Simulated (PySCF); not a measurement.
# SVWN5/3-21G run of CH3F3Ti (TiMeF3)

What is the vertical ionisation energy of CH3F3Ti (TiMeF3) at SVWN5/3-21G? Input form: a Python script.

Program for the calculation: PySCF 2.14.0.

1 further run of the same task is left out (set aside as unsound or not needed).

### 1 The structure to begin with

CH3F3Ti has 8 atoms, charge 0, and is taken as a singlet. SMILES: `[CH3][Ti]([F])([F])[F]`. The shape comes from GFN2-xTB, which is rough for such elements, and wasn't checked as a minimum.

Bond lengths: Ti1–C2 2.054 Å, Ti1–F6 1.704 Å, Ti1–F7 1.704 Å, Ti1–F8 1.704 Å, C2–H3 1.099 Å, C2–H4 1.099 Å, C2–H5 1.099 Å. Some angles: C2–Ti1–F6 100.9°, C2–Ti1–F7 101.0°, C2–Ti1–F8 101.0°, F6–Ti1–F7 116.4°, F6–Ti1–F8 116.5°, F7–Ti1–F8 116.5°, Ti1–C2–H3 110.0°, Ti1–C2–H4 110.1°, Ti1–C2–H5 110.0°, H3–C2–H4 108.9°.

### 2 The energy at SVWN5/3-21G

input.py reads:

```python
from pyscf import gto, dft

molecule = gto.M(
    atom=[
    ('Ti', (-0.002380, 0.002730, -1.046500)),
    ('C', (0.002110, -0.002750, 1.007300)),
    ('H', (-1.027800, 0.048860, 1.386050)),
    ('H', (0.563900, 0.862470, 1.385120)),
    ('H', (0.472660, -0.922790, 1.380150)),
    ('F', (1.669970, -0.015090, -1.373380)),
    ('F', (-0.822470, 1.461880, -1.365510)),
    ('F', (-0.855970, -1.435320, -1.373230)),
],
    basis='3-21g',
    spin=0,
    max_memory=1860,
    verbose=3,
)

ks = dft.RKS(molecule)
ks.xc = 'svwn'
ks.grids.level = 4
ks.conv_tol = 1e-10
ks.kernel()
if not ks.converged:
    ks = ks.newton().run(ks.mo_coeff, ks.mo_occ)

e_final = ks.e_tot
print('E(%s) = %.9f' % ('SVWN5', e_final))
```

Command:

```sh
$ OMP_NUM_THREADS=1 python input.py
```

The program printed:

```text
converged SCF energy = -1178.9049958657
E(SVWN5) = -1178.904995866
```

Wall time 6.9 s (1 thread of Arm Neoverse V2, shared host); peak memory 0.24 GiB.

### 3 The doublet cation, same level

input.py reads:

```python
from pyscf import gto, dft

mol = gto.Mole()
mol.atom = '''
Ti  -0.002380   0.002730  -1.046500
C    0.002110  -0.002750   1.007300
H   -1.027800   0.048860   1.386050
H    0.563900   0.862470   1.385120
H    0.472660  -0.922790   1.380150
F    1.669970  -0.015090  -1.373380
F   -0.822470   1.461880  -1.365510
F   -0.855970  -1.435320  -1.373230
'''
mol.verbose = 3
mol.spin = 1
mol.charge = 1
mol.max_memory = 1860
mol.basis = '3-21g'
mol.build()

mf = dft.UKS(mol, xc='svwn')
mf.grids.level = 4
mf.conv_tol = 1e-10
mf.kernel()
if not mf.converged:
    mf = mf.newton().run(mf.mo_coeff, mf.mo_occ)

e_final = mf.e_tot
print('Final energy', e_final)
```

Command:

```sh
$ OMP_NUM_THREADS=1 python input.py
```

The program printed:

```text
WARN: HOMO -0.422574392393943 >= LUMO -0.42249266912597

converged SCF energy = -1178.51119308396  <S^2> = 0.75134794  2S+1 = 2.0013475
Final energy -1178.5111930839576
```

Wall time 13 s (1 thread of Arm Neoverse V2, shared host); peak memory 0.24 GiB.

### 4 Summary of results

At SVWN5/3-21G:

| quantity | value |
| --- | --- |
| singlet CH3F3Ti: total energy | -1178.90500 Eh |
| singlet CH3F3Ti: dipole moment | 0.04 D |
| singlet CH3F3Ti: HOMO energy | -6.84 eV |
| singlet CH3F3Ti: LUMO energy | -2.79 eV |
| singlet CH3F3Ti: HOMO–LUMO gap | 4.06 eV |
| doublet cation: total energy | -1178.51119 Eh |
| doublet cation: HOMO energy (highest over α and β) | -15.39 eV |
| doublet cation: LUMO energy (lowest over α and β) | -14.54 eV |
| doublet cation: ⟨S²⟩ | 0.751 |
| vertical ionisation energy (to the doublet cation) | 10.716 eV |

In words: The vertical ionisation energy comes to 10.72 eV (247 kcal/mol). −ε(HOMO) before ionisation, 6.84 eV, is 3.87 eV below this ionisation energy. Mulliken charges (singlet CH3F3Ti) run from -1.03 on C2 to +1.04 on Ti1.
